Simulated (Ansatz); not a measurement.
**C₂H₄FGe radical: basis-set convergence**

One table from this session's results is given with a row withheld; the runs are named, their logs left out.

Program: Ansatz 0.2.0, Gaussian basis. Level of theory: one geometry, several basis sets. These are calculated values, not measurements.

Levels to be run: PBE0-D4/def2-SVP; ωB97M-V/def2-SVP; PBE0-D4/def2-QZVPP; ωB97M-V/def2-QZVPP; the functionals' def2-TZVPP values are taken from earlier runs.

### The geometry

The geometry comes from an earlier relaxation with PBE0-D4 in a triple-zeta def2 set; it is a stationary point, not always the lowest conformer.

SMILES `C=[CH][GeH][F]`, 8 atoms, charge 0, spin multiplicity 2.

Atoms are counted from 1 here; the program's logs count them from 0.

Bond lengths: C1–C2 1.331 Å, C1–H5 1.086 Å, C1–H6 1.085 Å, C2–Ge3 1.928 Å, C2–H7 1.087 Å, Ge3–F4 1.752 Å, Ge3–H8 1.553 Å. Angles: C2–C1–H5 121.6°, C2–C1–H6 121.7°, H5–C1–H6 116.8°, C1–C2–Ge3 121.7°, C1–C2–H7 120.3°, Ge3–C2–H7 117.9°, C2–Ge3–F4 105.0°, C2–Ge3–H8 114.8°, F4–Ge3–H8 105.7°.

The first run:

in.yaml

```yaml
crystal:
  periodic: [false, false, false]
  atoms:
    - {symbol: C, position_ang: [-0.160787, 1.290039, -0.176560]}
    - {symbol: C, position_ang: [0.568913, 0.203136, -0.415698]}
    - {symbol: Ge, position_ang: [0.333408, -1.419265, 0.599792]}
    - {symbol: F, position_ang: [-1.139673, -1.170892, 1.514216]}
    - {symbol: H, position_ang: [-0.012798, 2.209000, -0.736800]}
    - {symbol: H, position_ang: [-0.941788, 1.297696, 0.577112]}
    - {symbol: H, position_ang: [1.358256, 0.225519, -1.163292]}
    - {symbol: H, position_ang: [0.086668, -2.692432, -0.254569]}
basis:
  gaussian: {orbitals: def2-SVP}
magnetization: {spin_polarized: true, initial_magnetization: 1}
hamiltonian: {xc: pbe0, dispersion: d4}
output: {orbitals: {seedname: orbitals}}
```

Command:

```console
$ ansatz run in.yaml --threads 4 --pin off --events-out ev --progress --plain --max-ram 10444MiB
```

Steps of the session up to this table: PBE0-D4 in def2-SVP; ωB97M-V in def2-SVP; PBE0-D4 in def2-QZVPP; ωB97M-V in def2-QZVPP.

One table of the session follows, with a row left open; its other results are not shown here.

It belongs to the step «Density functionals: the series». 

```
functional       basis  HOMO (eV)  LUMO (eV)
   PBE0-D4    def2-SVP      -6.15      -2.89
   PBE0-D4  def2-TZVPP          ?          ?
   PBE0-D4  def2-QZVPP      -6.27      -3.00
   ωB97M-V    def2-SVP      -8.10      -1.02
   ωB97M-V  def2-TZVPP      -8.20      -1.14
   ωB97M-V  def2-QZVPP      -8.24      -1.23
```

Q: Estimate the row for PBE0-D4, def2-TZVPP from the others.

As computed: HOMO (eV): -6.24; LUMO (eV): -2.95. In the column «HOMO (eV)» it lies between PBE0-D4, def2-QZVPP (-6.27) and PBE0-D4, def2-SVP (-6.15).
